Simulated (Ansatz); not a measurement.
ZrAg2 and its elements, a formation energy from the elements

Program: the Python package of Ansatz (0.2.0).

`formation_zrag2.py`:
```python
"""Is ZrAg2 bound against its elements, after relaxing cells and atoms."""

from collections import Counter
import warnings

import ansatz
import numpy as np

PHASES = {
    "ZrAg2": (
        [[-1.77167048, 1.77167048, 4.50491793], [1.77167048, -1.77167048, 4.50491793], [1.77167048, 1.77167048, -4.50491793]],
        [
            ("Zr", [0.0, 0.0, 0.0]),
            ("Ag", [0.6724923, 0.6724923, 0.0]),
            ("Ag", [0.3275077, 0.3275077, 0.0]),
        ],
    ),
    "Zr": (
        [[3.232, 0.0, 0.0], [-1.616, 2.7989941, 0.0], [0.0, 0.0, 5.147]],
        [
            ("Zr", [1 / 3, 2 / 3, 0.25]),
            ("Zr", [2 / 3, 1 / 3, 0.75]),
        ],
    ),
    "Ag": (
        [[0.0, 2.04275, 2.04275], [2.04275, 0.0, 2.04275], [2.04275, 2.04275, 0.0]],
        [
            ("Ag", [0.0, 0.0, 0.0]),
        ],
    ),
}


def build(vectors, sites):
    crystal = ansatz.Crystal(lattice=ansatz.Lattice.of(vectors))
    for symbol, position in sites:
        crystal = crystal.atom(symbol, position)
    return crystal


def solve(name, crystal):
    calc = (
        crystal.calculation()
        .scf(tolerance=1e-05)
        .functional("LDA")
        .basis(24 * ansatz.Ry)
        .kpoints(spacing=0.3)
        .occupations("cold", width=0.05)
        .stress()
    )
    calc = calc.relax(force_tolerance=0.02, cell=True)
    return calc.run(threads=1, backend="cpu")


def counts(outcome):
    return Counter(site.symbol for site in outcome.lattice.sites)

def formation_energy(outcome, mu):
    n = counts(outcome)
    return (outcome.report["energy_sigma0_ev"] - sum(k * mu[element] for element, k in n.items())) / sum(n.values())


def volume_per_atom(outcome):
    return abs(np.linalg.det(outcome.lattice.cell_ang)) / len(outcome.lattice.sites)

warnings.simplefilter("ignore", ansatz.DeckWarning)

phases = {name: build(*cell) for name, cell in PHASES.items()}

done = {}
for name, crystal in phases.items():
    done[name] = solve(name, crystal)
    print(f"{name}: {done[name].report['energy_sigma0_ev']:.4f} eV, {len(done[name].lattice.sites)} atoms")

# energy of one atom in its reference phase
references = {"Zr": "Zr", "Ag": "Ag"}
mu = {element: done[name].report["energy_sigma0_ev"] / len(done[name].lattice.sites) for element, name in references.items()}

target = done["ZrAg2"]
heat = formation_energy(target, mu)
for element, value in mu.items():
    print(f"mu({element}) = {value:.4f} eV from {references[element]}, {volume_per_atom(done[references[element]]):.2f} A^3/atom")
print(f"formation energy of ZrAg2: {heat:.4f} eV/atom = {96.4853 * heat:.1f} kJ/mol of atoms")
```

```console
$ python formation_zrag2.py
ZrAg2: -18994.0791 eV, 3 atoms
Zr: -8154.9081 eV, 2 atoms
Ag: -7458.1484 eV, 1 atoms
mu(Zr) = -4077.4540 eV from Zr, 21.81 A^3/atom
mu(Ag) = -7458.1484 eV from Ag, 15.98 A^3/atom
formation energy of ZrAg2: -0.1094 eV/atom = -10.6 kJ/mol of atoms
```

The formation energy is -0.109 eV an atom (-10.6 kJ per mole of atoms), so ZrAg2 lies below the reference phases. Other compounds of these elements, not run here, can lie lower still.

These settings explore the input space; cutoff and mesh may be short of convergence. The cutoff lies under the one recommended for these potentials. For the metals among these phases the mesh is modest: differences between phases can be off by up to 40 meV an atom. The program warned that this SCF threshold is loose for forces or stresses. The cells come from databases of deposited and of computed structures, and not all need be stable phases. The compound is the structure given, not necessarily its lowest; energies are at zero temperature, with no correction for gases. A semilocal functional's error on such energies is often 0.05 to 0.1 eV an atom, and 0.1 to 0.3 eV against gases such as O2 or F2. The script silences the warnings on its input, which a real study should read. Finished in 42 s on 1 thread of Arm Neoverse V1 (shared host), peak memory 0.44 GiB.
